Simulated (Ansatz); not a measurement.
Sn3Se: equation of state with LDA

Crystal: Sn3Se.

```
Sn Se
1.0
     4.74188    0.00000    0.00000
     0.00000    4.74188    0.00000
     0.00000    0.00000    4.74188
Sn Se
3 1
Direct
  0.50000 0.50000 0.00000
  0.50000 0.00000 0.50000
  0.00000 0.50000 0.50000
  0.00000 0.00000 0.00000
```

The cell comes from a database or a generator and needn't be the stable form of this composition.

| Property | Result |
| --- | --- |
| Program | Ansatz 0.2.0 |
| Task | equation of state |
| Functional | LDA |
| Potentials or basis | Ansatz PAW |
| Cutoff | 420 eV |
| Density cutoff | 1680 eV |
| k mesh | 6 × 6 × 6 |
| Occupations | fermi-dirac, width 0.05 eV |
| Spin | no spin polarisation |

| Property | Result |
| --- | --- |
| Equilibrium volume | 24.63 Å³/atom (rough: see the caveat) |
| Bulk modulus | 59 GPa (rough) |

Energy against volume, from the lowest point:
```
volume (Å³/atom)  energy (meV/atom)
          25.056               0.00
          25.590               5.10
          26.123              13.63
          26.656              25.24
          27.189              39.58
          27.722              56.35
          28.255              75.25
```

All runs of the series together: 24 s on 2 threads of Arm Neoverse V1, on a shared host.

Caveat: the minimum lies outside the volumes run.
